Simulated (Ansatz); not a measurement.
# Ga4O: the cost of one run

Program: Ansatz 0.2.0. Level of theory: DFT PBE, scalar-relativistic, plane waves, PAW. These are calculated values, not measurements.

**1. Starting point**

Symmetry: Pm-3m, No. 221, cubic system. The conventional cell has a = 4.462 Å, b = 4.462 Å, c = 4.462 Å, α = 90.00°, β = 90.00°, γ = 90.00°. Around Ga (site symmetry 4/mmm) lie 2 O at 2.23 Å. Ga (site symmetry m-3m) is surrounded by 12 Ga at 3.16 Å. O (site symmetry m-3m) is surrounded by 6 Ga at 2.23 Å.

Structure file:

```
CELL_PARAMETERS angstrom
4.46202 0.00000 0.00000
0.00000 4.46202 0.00000
0.00000 0.00000 4.46202
ATOMIC_POSITIONS crystal
Ga 0.00000 0.50000 0.50000
Ga 0.50000 0.00000 0.50000
Ga 0.50000 0.50000 0.00000
Ga 0.00000 0.00000 0.00000
O 0.50000 0.50000 0.50000
```

The cell is invented: random cell by space group and Wyckoff sites (Pm-3m, No. 221). Its size is a rough estimate.

**2. The guess as it stands, on a coarse mesh**

input.yaml

```yaml
crystal:
  lattice:
    - [4.46201788, 0.0, 0.0]
    - [0.0, 4.46201788, 0.0]
    - [0.0, 0.0, 4.46201788]
  atoms:
    - { symbol: Ga, position: [0.0, 0.5, 0.5] }
    - { symbol: Ga, position: [0.5, 0.0, 0.5] }
    - { symbol: Ga, position: [0.5, 0.5, 0.0] }
    - { symbol: Ga, position: [0.0, 0.0, 0.0] }
    - { symbol: O, position: [0.5, 0.5, 0.5] }
basis:
  ecutwfc: 420
kpoints:
  mp_grid: { grid: [4, 4, 4] }
hamiltonian:
  xc: pbe
scf:
  occupations: { method: gaussian, width: 0.1 }
  lower_state_search: "off"
output:
  forces: true
  stress: true
  eigenvalues: true
```

Run with:

```console
> ansatz run input.yaml --threads 1 --pin off --max-ram 2048MiB --backend cpu --events-out ev --progress --plain --runs-dir out
```

Q: Estimate wall time and peak memory on 1 thread of Arm Neoverse V2, shared host.

About 1.9 s, with a peak of 0.39 GiB.
